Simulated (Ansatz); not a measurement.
# C2H7ClSSi, SMILES CS[SiH](C)Cl: a geometry optimisation

With Ansatz 0.2.0 through its Python package.

Run as a notebook:

**Cell 1**
```python
import itertools
import warnings

import ansatz as az
from ase.data import atomic_numbers, covalent_radii
import numpy as np
```

**Cell 2**
```python
BASIS = "def2-SVP"
FUNCTIONAL = "B3LYP"
```

**Cell 3**
```python
warnings.simplefilter("ignore", az.DeckWarning)
```

**Cell 4**
```python
geometry_ang = [
    ("C", (-0.7306, 2.2494, -0.2838)),
    ("S", (0.4281, 1.0675, -0.8391)),
    ("Si", (-0.1236, -0.6789, 0.2727)),
    ("C", (1.1087, -2.0544, -0.1623)),
    ("Cl", (0.0788, -0.2662, 2.2652)),
    ("H", (-1.7977, 1.9646, -0.4959)),
    ("H", (-0.6426, 2.5078, 0.7756)),
    ("H", (-0.58, 3.2421, -0.8534)),
    ("H", (-1.5082, -0.9938, 0.06)),
    ("H", (0.7938, -2.9698, 0.429)),
    ("H", (2.0704, -1.8184, 0.0714)),
    ("H", (0.9798, -2.3053, -1.2054)),
]
molecule = az.Crystal.molecule()
for symbol, xyz in geometry_ang:
    molecule = molecule.atom(symbol, xyz)
```

**Cell 5**
```python
model = (
    molecule.calculation()
    .basis(gaussian=BASIS)
    .functional(FUNCTIONAL)
)
symbols = [site.symbol for site in molecule.cartesian_sites]
start = np.array([site.position_ang for site in molecule.cartesian_sites], dtype=float)
report = model.relax(force_tolerance=0.01).run(threads=1).report
end = np.array(report["positions_ang"])

print("reference energy %16.6f eV" % report["reference_energy_ev"])
print("total energy     %16.6f eV" % report["free_energy_ev"])
print("occupied orbitals outside the frozen core (up, down):", report["n_occupied"], " frozen:", report["n_frozen"], " virtual:", report["n_virtual"])
```
Output:
```text
reference energy    -33416.389704 eV
total energy        -33416.389704 eV
occupied orbitals outside the frozen core (up, down): [33, 33]  frozen: 0  virtual: [84, 84]
```

**Cell 6**
```python
# pairs closer than 1.2 times the sum of covalent radii, before or after
radius = [covalent_radii[atomic_numbers[s]] for s in symbols]
span = lambda where, i, j: np.linalg.norm(where[i] - where[j])
bonded = [(i, j) for i, j in itertools.combinations(range(len(symbols)), 2) if min(span(start, i, j), span(end, i, j)) < 1.2 * (radius[i] + radius[j])]
print("pair        before    after (A)")
for i, j in bonded:
    print(f"{symbols[i]}{i}-{symbols[j]}{j}".ljust(10), f"{span(start, i, j):8.4f} {span(end, i, j):8.4f}")
with open("c2h7clssi_opt.xyz", "w") as handle:
    handle.write(f"{len(symbols)}\nrelaxed C2H7ClSSi\n")
    handle.writelines(f"{s:2s} {x:11.6f} {y:11.6f} {z:11.6f}\n" for s, (x, y, z) in zip(symbols, end))
```
Output:
```text
pair        before    after (A)
C0-S1        1.7458   1.8409
C0-H5        1.1246   1.0996
C0-H6        1.0940   1.0988
C0-H7        1.1544   1.0985
S1-Si2       2.1425   2.1430
Si2-C3       1.8973   1.8704
Si2-Cl4      2.0448   2.0979
Si2-H8       1.4358   1.4883
C3-H9        1.1344   1.1016
C3-H10       1.0174   1.1010
C3-H11       1.0806   1.1020
```

`c2h7clssi_opt.xyz`, as written:
```text
12
relaxed C2H7ClSSi
C    -0.768604    2.287071   -0.296522
S     0.470438    1.052964   -0.871450
Si   -0.089396   -0.658035    0.291109
C     1.056940   -2.064871   -0.161836
Cl    0.069840   -0.252158    2.343183
H    -1.790624    1.977832   -0.559021
H    -0.688528    2.438957    0.788751
H    -0.534380    3.227926   -0.812802
H    -1.522512   -0.995999    0.074070
H     0.821026   -2.956135    0.441061
H     2.106337   -1.788862    0.024626
H     0.946365   -2.324090   -1.227167
```

Total energies depend on the basis set; only differences at equal settings carry meaning. The end point is the stationary point reached from this start; no frequency run checks that it is a minimum, and the basis set is modest. b3lyp holds the VWN-RPA fit, as in Gaussian; the form of ORCA and Turbomole is b3lyp5. Run time: 46 s on 1 thread of Arm Neoverse V2, with other jobs on the host, peak memory 0.36 GiB.
